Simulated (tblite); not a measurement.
# C4H12O2SSi2: the cost of one run

Programs: tblite 0.8.0 and PySCF 2.14.0, with density-fitted response routines of our own. Each step states its level of theory. These are calculated values for one molecule in the gas phase, unless marked as measured. Atoms are numbered from 0 throughout.

### Step 1. Starting geometry

21 atoms, charge 0, multiplicity 1; geometry from: force field or distance geometry start.

Bonds of the start (Å): C0–Si1 1.89, Si1–C2 1.85, C2–C3 1.33, C3–S4 1.75, S4–C5 1.78, S4–O6 1.51, Si1–O7 1.71, O7–Si8 1.71, C0–H9 1.12, C0–H10 1.09, C0–H11 1.12, Si1–H12 1.44, C2–H13 1.09, C3–H14 1.08, C5–H15 1.14, C5–H16 1.10, C5–H17 1.11, Si8–H18 1.48, Si8–H19 1.46, Si8–H20 1.49.

### Step 2. Optimising the geometry with GFN2-xTB

Job settings and geometry (Å):

```
{"job": {"kind": "relax", "xc": "GFN2-xTB", "basis": "xTB"}, "charge": 0, "multiplicity": 1}
C      2.132000    -2.262800     0.524900
Si     1.481200    -0.598000    -0.098000
C     -0.353100    -0.752700    -0.233300
C     -1.177900    -0.230600     0.673600
S     -2.915600    -0.399800     0.512200
C     -3.749300     1.041800    -0.127000
O     -3.370000    -1.600700    -0.278400
O      1.965900     0.638700     0.985600
Si     2.504200     2.003100     0.107700
H      2.303600    -2.145000     1.624000
H      3.043400    -2.582000     0.022700
H      1.364600    -3.072800     0.420300
H      2.027500    -0.347000    -1.403000
H     -0.755300    -1.267200    -1.102000
H     -0.793600     0.287200     1.546000
H     -3.840400     1.787100     0.725800
H     -3.170600     1.540100    -0.924700
H     -4.784000     0.804100    -0.437400
H      3.424800     1.555500    -0.955800
H      1.344800     2.722500    -0.413900
H      3.308600     2.895300     0.984900
```

On the command line:

```
> OMP_NUM_THREADS=1 python probes_run.py task.json out
```

This one command runs all jobs of the session in turn.

**Question.** How long does this first job take on 1 thread of Arm Neoverse N1, shared host, and how much memory does it need?

About 3.3 s, with a peak of 0.18 GiB.
